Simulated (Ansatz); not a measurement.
**MoHO (quartet): from a generated start to a stationary point**

Aim: relax a generated start of MoHO (quartet) and see which bonds hold.

Method: UKS PBE0/def2-TZVP; program: Ansatz 0.2.0, Gaussian basis.

### Step 1. The starting structure

3 atoms, charge 0, spin multiplicity 4.

Atoms are counted from 1 here; the program's logs count them from 0.

Bond lengths: Mo1–O2 1.640 Å, Mo1–H3 1.635 Å. Angles: O2–Mo1–H3 147.4°.

Coordinates:

```
Mo    0.0036   -0.2050   -0.0800
O    -0.0218    1.3426    0.4611
H    -0.0001   -1.7965    0.2955
```

The start was built by rule and, where that kept it together, relaxed with GFN2-xTB. Sticks and bond lists go by distance. No spin-orbit coupling is included. Elements past krypton take def2 core potentials.

### Step 2. The run

Contents of in.yaml:

```yaml
crystal:
  periodic: [false, false, false]
  atoms:
    - {symbol: Mo, position_ang: [0.003630, -0.205025, -0.080004]}
    - {symbol: O, position_ang: [-0.021763, 1.342606, 0.461131]}
    - {symbol: H, position_ang: [-0.000102, -1.796522, 0.295466]}
basis:
  gaussian: {orbitals: def2-TZVP}
magnetization: {spin_polarized: true, initial_magnetization: 3}
hamiltonian: {xc: pbe0}
relax: {f_tol: 0.004, max_steps: 80}
```

Started as:

```console
$ ansatz run in.yaml --threads 1 --pin off --events-out ev --progress --plain --max-ram 2176MiB
```

Before running it: what results should come out? Wanted: energy gained; shift from the start; total energy; dipole moment; ⟨S²⟩.

As calculated:

```
                  quantity          value
                     steps              6
             energy gained       0.629 eV
shift from the start (rms)        0.209 Å
              total energy  -3916.2741 eV
             dipole moment         2.54 D
                      ⟨S²⟩          3.786
```

The bonds of the start are those of the end. Mo1–H3 went from 1.635 to 1.736 Å. No vibrations were run, so this is a stationary point, not a proven minimum, and this spin need not be the ground state's.
